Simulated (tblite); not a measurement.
# C3H11NOSSi2: the cost of one run

The runs use tblite 0.8.0 and PySCF 2.14.0, with density-fitted response routines of our own; the level of theory stands in each step. All values are computed, except where a source is named. Atoms count from 0, in the outputs and in this text.

### 1 The starting structure

19 atoms, charge 0, multiplicity 1; geometry from: force field or distance geometry start.

Bonds of the start (Å): C0–N1 1.45, N1–C2 1.44, N1–C3 1.43, C3–O4 1.28, C3–Si5 1.84, Si5–S6 2.13, S6–Si7 2.14, C0–H8 1.10, C0–H9 1.12, C0–H10 1.12, C2–H11 1.14, C2–H12 1.10, C2–H13 1.11, Si5–H14 1.46, Si5–H15 1.50, Si7–H16 1.49, Si7–H17 1.47, Si7–H18 1.48.

### 2 Optimising the geometry with GFN2-xTB

Job settings and geometry (Å):

```
{"job": {"kind": "relax", "xc": "GFN2-xTB", "basis": "xTB"}, "charge": 0, "multiplicity": 1}
C     -2.157100    -0.655300    -0.617400
N     -1.423900     0.323900     0.168900
C     -2.056200     1.558600     0.542000
C     -0.085600     0.019800     0.563000
O      0.605600     0.826700     1.273300
Si     0.625400    -1.603300     0.050100
S      2.724300    -1.557200    -0.285700
Si     3.645200     0.342400     0.047700
H     -2.062700    -1.675200    -0.219100
H     -1.659300    -0.634500    -1.617400
H     -3.213700    -0.335800    -0.802000
H     -3.159600     1.295800     0.668800
H     -1.991000     2.335200    -0.228900
H     -1.654600     1.975600     1.485100
H     -0.010200    -2.047000    -1.192400
H      0.319900    -2.543400     1.172600
H      2.903300     1.396900    -0.700600
H      3.600800     0.649300     1.481000
H      5.039700     0.336700    -0.456600
```

Run with:

```console
$ OMP_NUM_THREADS=1 python probes_run.py task.json out
```

This one command runs all jobs of the session in turn.

Q: Estimate the wall time and peak memory of this first job on 1 thread of Arm Neoverse V2, shared host.

About 1.4 s, with a peak of 0.18 GiB.
